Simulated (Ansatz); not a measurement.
# Si8NO16: the cost of one run

Program: Ansatz 0.2.0. Level of theory: DFT PBE, plane waves, PAW, scalar-relativistic, collinear spin. These are calculated values, not measurements.

1 further run of the same task is left out (for a broken database entry).

### 1 The system as given

The cell holds 25 atoms (NO16Si8): a = 5.867 Å, b = 5.867 Å, c = 5.315 Å, α = 90.00°, β = 90.00°, γ = 90.00°.

The coordinates stand in the first input below.

### 2 End point A

Contents of input.yaml:

```yaml
crystal:
  lattice:
    - [-4.1487, -4.1487, 0.0]
    - [4.1487, -4.1487, 0.0]
    - [0.0, 0.0, 5.3146]
  atoms:
    - { symbol: Si, position: [0.5, 0.5, 0.0] }
    - { symbol: Si, position: [0.0, 0.5, 0.25] }
    - { symbol: O, position: [0.1905, 0.5, 0.0] }
    - { symbol: O, position: [0.0, 0.1905, 0.25] }
    - { symbol: O, position: [0.8095, 0.5, 0.0] }
    - { symbol: O, position: [0.0, 0.8095, 0.25] }
    - { symbol: Si, position: [0.5, 0.5, 0.5] }
    - { symbol: Si, position: [0.0, 0.5, 0.75] }
    - { symbol: O, position: [0.1905, 0.5, 0.5] }
    - { symbol: O, position: [0.0, 0.1905, 0.75] }
    - { symbol: O, position: [0.8095, 0.5, 0.5] }
    - { symbol: O, position: [0.0, 0.8095, 0.75] }
    - { symbol: Si, position: [0.0, 0.0, 0.0] }
    - { symbol: Si, position: [0.5, 0.0, 0.25] }
    - { symbol: O, position: [0.6905, 0.0, 0.0] }
    - { symbol: O, position: [0.5, 0.6905, 0.25] }
    - { symbol: O, position: [0.3095, 0.0, 0.0] }
    - { symbol: O, position: [0.5, 0.3095, 0.25] }
    - { symbol: Si, position: [0.0, 0.0, 0.5] }
    - { symbol: Si, position: [0.5, 0.0, 0.75] }
    - { symbol: O, position: [0.6905, 0.0, 0.5] }
    - { symbol: O, position: [0.5, 0.6905, 0.75] }
    - { symbol: O, position: [0.3095, 0.0, 0.5] }
    - { symbol: O, position: [0.5, 0.3095, 0.75] }
    - { symbol: "N", position: [0.7524057, 0.7431624, 0.1361937], spin: 1.0 }
magnetization:
  spin_polarized: true
basis:
  ecutwfc: 420.0
kpoints:
  mp_grid: { grid: [2, 2, 2] }
hamiltonian:
  xc: pbe
  pseudopotentials: { kind: paw, azcp: { folder: soft_1 } }
scf:
  occupations: { method: fermi_dirac, width: 0.02 }
  lower_state_search: "off"
relax:
  f_tol: 0.03
  max_steps: 60
  adjacent_minimum: "off"
```

The run is started by

```console
$ ansatz run input.yaml --threads 2 --pin off --max-ram 5120MiB --backend cpu --events-out ev --progress --plain --runs-dir out
```

What time and memory should one allow on 2 threads of Arm Neoverse V2, shared host?

About 2.4 min, with a peak of 0.58 GiB.
